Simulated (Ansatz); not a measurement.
What does this script print? It uses Ansatz 0.2.0 through its Python package.

`run_energy.py`:
```python
"""Single point of AsGeH6P in a Gaussian basis."""

import logging
import sys

import ansatz as az
import numpy as np
import pandas as pd

logging.basicConfig(stream=sys.stdout, format="%(levelname)s:%(name)s:%(message)s")
log = logging.getLogger("calc")
log.setLevel(logging.INFO)

GEOMETRY = """
P    -1.88530    0.46870   -0.75690
Ge   -0.04960   -0.67580   -0.02280
As    1.93410    0.40560   -0.82650
H    -2.78900   -0.20610    0.15850
H    -1.65230    1.59580    0.12950
H    -0.03660   -0.68690    1.52700
H    -0.09900   -2.13160   -0.55250
H     2.83520   -0.37480    0.18540
H     1.74250    1.60500    0.15830
"""

geometry = az.Crystal.molecule()
for line in GEOMETRY.strip().splitlines():
    symbol, *xyz = line.split()
    geometry = geometry.atom(symbol, [float(v) for v in xyz])

calculation = (
    geometry.calculation()
    .basis(gaussian="cc-pVDZ")
    .correlation("mp2")  # correlation on top of the mean field
    .scf(lower_state_search="off")  # control of the self-consistency loop
    .forces()  # eV per angstrom
)
print(calculation.to_yaml())
outcome = calculation.run(threads=1)
summary = outcome.report

log.info(f"E = {summary['free_energy_ev']:.6f} eV = {summary['free_energy_ev'] / 27.211386246:.7f} Ha")
print("converged:", summary["converged"], " doubts:", summary["published_state_doubts"] or "none")

print("correlation energy", round(summary["free_energy_ev"] - summary["reference_energy_ev"], 5), "eV")
cluster = summary["correlation"].get("coupled_cluster")
if cluster:
    print("cycles", cluster["cycles"], " T1 diagnostic", round(cluster["t1_diagnostic"], 4), " largest double", round(cluster["largest_double"], 4))

symbols = [site.symbol for site in geometry.cartesian_sites]
forces = np.array(summary["forces_ev_ang"])
print("largest force", round(float(np.linalg.norm(forces, axis=1).max()), 4), "eV/A, rms", round(float(np.sqrt((forces ** 2).mean())), 4))

charges = summary["charge_distribution"]
table = pd.DataFrame({"atom": symbols, "mulliken": charges["mulliken_charges_e"], "lowdin": charges["lowdin_charges_e"]})
print(table.round(3).to_string())
print("dipole (e A):", np.round(charges["dipole_moment_e_ang"], 4) + 0.0)
```

```console
$ python run_energy.py
crystal:
  periodic: [false, false, false]
  atoms:
    - { symbol: P, position_ang: [-1.8853, 0.4687, -0.7569] }
    - { symbol: Ge, position_ang: [-0.0496, -0.6758, -0.0228] }
    - { symbol: As, position_ang: [1.9341, 0.4056, -0.8265] }
    - { symbol: H, position_ang: [-2.789, -0.2061, 0.1585] }
    - { symbol: H, position_ang: [-1.6523, 1.5958, 0.1295] }
    - { symbol: H, position_ang: [-0.0366, -0.6869, 1.527] }
    - { symbol: H, position_ang: [-0.099, -2.1316, -0.5525] }
    - { symbol: H, position_ang: [2.8352, -0.3748, 0.1854] }
    - { symbol: H, position_ang: [1.7425, 1.605, 0.1583] }
basis:
  gaussian:
    orbitals: cc-pVDZ
correlation:
  method: mp2
scf:
  lower_state_search: "off"
output:
  forces: true

INFO:calc:E = -126644.892120 eV = -4654.1139424 Ha
converged: True  doubts: none
correlation energy -10.2699 eV
largest force 1.0885 eV/A, rms 0.4383
  atom  mulliken  lowdin
0    P    -0.090   0.130
1   Ge     0.223  -0.015
2   As    -0.021   0.148
3    H     0.018  -0.026
4    H     0.015  -0.027
5    H    -0.069  -0.076
6    H    -0.056  -0.065
7    H    -0.008  -0.034
8    H    -0.013  -0.036
dipole (e A): [-0.0073 -0.0325  0.2139]
```

Reading the output:
- These settings explore the input space; basis and method may be short of convergence.
- The geometry is a force-field or estimated start, not a minimum of this method, and the basis set is short of its limit.
- The Löwdin charges here are taken after orthogonalising the functions within each atom; they differ from plain Löwdin charges, and their signs can be unphysical.
- Inner cores stay frozen; a filled d shell under the valence of the heavier atoms is correlated with it.
- It ran for 9.5 s on 1 thread of Arm Neoverse V1, on a shared host, peak memory 0.37 GiB.

(Lines on the test bed's own set-up are left out of the output.)
